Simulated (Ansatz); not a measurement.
# ClF₂H₄NSi (built from SMILES Cl.N[SiH](F)F): a reaction path by the nudged elastic band

What path joins these two structures, and how high does it climb? Both ends were relaxed at PBE0-D4 in triple zeta.

The runs use Ansatz 0.2.0, Gaussian basis; PBE0-D4/def2-SVP.

22 further runs of the same task are left out: 22 set aside as unsound or not needed. Runs told in other sessions of the task aren't counted.

**1. The system as given**

The first end: 9 atoms, charge 0, spin multiplicity 1.

Atoms are counted from 1 here; the program's logs count them from 0.

Bond lengths: Si1–N2 1.711 Å, Si1–F3 1.586 Å, Si1–F4 1.580 Å, Si1–H5 1.467 Å, N2–H8 1.011 Å, N2–H9 1.012 Å, H6–Cl7 1.311 Å. Angles: N2–Si1–F3 113.3°, N2–Si1–F4 106.3°, N2–Si1–H5 110.9°, F3–Si1–F4 106.6°, F3–Si1–H5 108.0°, F4–Si1–H5 111.7°, Si1–N2–H8 117.7°, Si1–N2–H9 117.6°, H8–N2–H9 109.7°.

As a file:

```xyz
9

Si   -0.74294   -0.76171   -0.42091
N     0.78186   -0.02392   -0.17797
F    -0.70720   -1.94044   -1.48118
F    -1.14802   -1.41100    0.96178
H    -1.73520    0.22086   -0.86943
H     0.51481    1.47280    0.94989
Cl    0.34483    2.55131    1.67577
H     1.21009    0.44240   -0.96666
H     1.48198   -0.55029    0.32871
```

The second end:

```mol
ClF2H4NSi
  3D, bonds by distance, orders not assigned

  9  7  0  0  0  0  0  0  0  0999 V2000
   -0.9450   -0.0881   -0.0638 Si  0  0
    1.1269   -0.0073    0.0612 N   0  0
   -0.6058   -0.6912   -1.5212 F   0  0
   -0.7570   -1.0523    1.2159 F   0  0
   -2.4182   -0.1640   -0.1552 H   0  0
    1.4153    0.3728    0.9561 H   0  0
   -0.8359    1.9898    0.2167 Cl  0  0
    1.5051    0.5808   -0.6733 H   0  0
    1.5147   -0.9404   -0.0364 H   0  0
  1  3  8  0
  1  4  8  0
  1  5  8  0
  1  7  8  0
  2  6  8  0
  2  8  8  0
  2  9  8  0
M  END
```

**2. The band at PBE0-D4/def2-SVP**

neb/in.yaml reads:

```yaml
crystal:
  periodic: [false, false, false]
  atoms:
    - {symbol: Si, position_ang: [-0.742940, -0.761713, -0.420913]}
    - {symbol: N, position_ang: [0.781863, -0.023919, -0.177972]}
    - {symbol: F, position_ang: [-0.707203, -1.940439, -1.481183]}
    - {symbol: F, position_ang: [-1.148023, -1.411004, 0.961777]}
    - {symbol: H, position_ang: [-1.735203, 0.220859, -0.869425]}
    - {symbol: H, position_ang: [0.514807, 1.472797, 0.949888]}
    - {symbol: Cl, position_ang: [0.344833, 2.551305, 1.675773]}
    - {symbol: H, position_ang: [1.210092, 0.442402, -0.966656]}
    - {symbol: H, position_ang: [1.481977, -0.550288, 0.328710]}
basis:
  gaussian: {orbitals: def2-SVP}
hamiltonian: {xc: pbe0, dispersion: d4}
neb:
  images: 5
  climbing: true
  max_iterations: 40
  initial_path: idpp
  final_atoms:
    - {symbol: Si, position_ang: [-0.945038, -0.088146, -0.063785]}
    - {symbol: N, position_ang: [1.126899, -0.007336, 0.061239]}
    - {symbol: F, position_ang: [-0.605753, -0.691249, -1.521161]}
    - {symbol: F, position_ang: [-0.756998, -1.052335, 1.215938]}
    - {symbol: H, position_ang: [-2.418177, -0.163990, -0.155248]}
    - {symbol: H, position_ang: [1.415280, 0.372843, 0.956060]}
    - {symbol: Cl, position_ang: [-0.835894, 1.989812, 0.216661]}
    - {symbol: H, position_ang: [1.505145, 0.580761, -0.673257]}
    - {symbol: H, position_ang: [1.514735, -0.940361, -0.036446]}
```

On the command line:

```console
ansatz run in.yaml --threads 4 --pin off --events-out ev --progress --plain --max-ram 9574MiB
```

What does the calculation give? Wanted: from earlier runs: barrier over the separately found saddle, CCSD(T)/def2-TZVPP.

As calculated:

| quantity | value |
| --- | --- |
| PBE0-D4/def2-SVP, 20 iterations | highest 0.336 eV (image 2), last end -0.517 eV |
| from earlier runs: barrier over the separately found saddle, CCSD(T)/def2-TZVPP | 0.567 eV |

What this shows: The highest image lies 0.336 eV above the first end, and it climbed, so it estimates the saddle. The ends are not quite minima at this level (largest force component 1.00 eV/Å), so the heights are unreliable: relaxing the first end would lower it and raise the barrier above it. The highest image is 0.232 eV below the CCSD(T) barrier in triple zeta, which comes from separate runs on the saddle.
